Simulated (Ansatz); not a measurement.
AlCo, space group Pm-3m, an equation of state with a fit

Program: Ansatz 0.2.0 through its Python package.

At the Python prompt:
```pycon
>>> import warnings
>>> import ansatz
>>> import numpy as np
>>> from pymatgen.analysis.eos import EOS
>>> VECTORS = np.array([
...     [2.81940321, 0.0, 0.0],
...     [0.0, 2.81940321, 0.0],
...     [0.0, 0.0, 2.81940321],
... ])
>>> SITES = [
...     ("Al", (0.0, 0.0, 0.0), 0.0),
...     ("Co", (0.5, 0.5, 0.5), 3.2),
... ]
>>> def on_lattice(cell):
...     crystal = ansatz.Crystal(lattice=ansatz.Lattice.of(cell))
...     for symbol, position, moment in SITES:
...         crystal = crystal.atom(symbol, position, moment=moment or None)
...     return crystal
...
>>> warnings.simplefilter("ignore", ansatz.DeckWarning)
>>> volumes, energies, pressures = [], [], []
>>> for scale in np.linspace(0.92, 1.08, 7):
...     cell = VECTORS * scale ** (1 / 3)
...     base = on_lattice(cell).calculation()
...     base = base.pseudopotentials("paw").basis(510)
...     base = base.occupations("fermi_dirac", width=0.05)
...     base = base.spin("collinear")
...     base = base.kpoints(10, 10, 10)
...     base = base.stress()
...     r = base.run(threads=1, backend="cpu").report
...     volumes.append(abs(np.linalg.det(cell)) / len(SITES))
...     energies.append(r["free_energy_ev"] / len(SITES))
...     pressures.append(np.trace(r["stress_gpa"]) / 3)
...     print(f"V = {volumes[-1]:8.4f} A^3/atom  F = {energies[-1]:.5f} eV/atom  P = {pressures[-1]:8.3f} GPa")
...
RunWarning: the starting moments were not kept: the SCF closed with an absolute magnetisation of 3.0e-6 μB, where they sum to 3.2 μB in size (1 site). That is at most 0.1 of that sum. Measured as dr2_m measures the in/out step, that magnetisation stands [...]
V =  10.3093 A^3/atom  F = -2832.32471 eV/atom  P =   27.125 GPa
V =  10.6081 A^3/atom  F = -2832.36786 eV/atom  P =   19.327 GPa
V =  10.9069 A^3/atom  F = -2832.39743 eV/atom  P =   12.536 GPa
V =  11.2058 A^3/atom  F = -2832.41516 eV/atom  P =    6.616 GPa
V =  11.5046 A^3/atom  F = -2832.42258 eV/atom  P =    1.453 GPa
V =  11.8034 A^3/atom  F = -2832.42100 eV/atom  P =   -3.052 GPa
V =  12.1022 A^3/atom  F = -2832.41155 eV/atom  P =   -6.982 GPa
>>> for form in ["murnaghan"]:
...     fit = EOS(eos_name=form).fit(volumes, energies)
...     print(f"{form:18s} V0 {fit.v0:8.4f} A^3/atom  B0 {fit.b0_GPa:7.1f} GPa  B1 {fit.b1:5.2f}")
...
murnaghan          V0  11.5973 A^3/atom  B0   179.5 GPa  B1  4.11
```

A third-order Birch-Murnaghan fit through the 7 points (the script's own form differs a little) has its minimum at 11.60 Å³ an atom, 3.5 % above the typed cell, with a bulk modulus of 179 GPa and dB/dP = 4.3. From that minimum the energy rises by 98.3 meV an atom on the compressed side and 11.4 meV on the expanded side.

Reading the output:
- Total energies depend on the potentials; only differences at equal settings carry meaning.
- The SCF didn't keep the moments it started from (some shrank, vanished or turned); what is printed is the state reached.
- For a metal this k-point mesh is coarse: on a finer one energies can move by several to tens of meV an atom and pressures by half a GPa or more, differences at one mesh by less.
- Pressure is positive in compression.
- No functional is typed, so the default, PBE, holds.
- At these settings the cell as given stands under about 7 GPa, so it isn't at this functional's equilibrium volume.
- The structure comes from a database of computed cells and needn't be a stable or known phase.
- Warnings are shown shortened and without file and line.
- The script silences the warnings on its input, which a real study should read.
- It ran for 39 s on 1 thread of Arm Neoverse V2, on a shared host, peak memory 0.48 GiB.
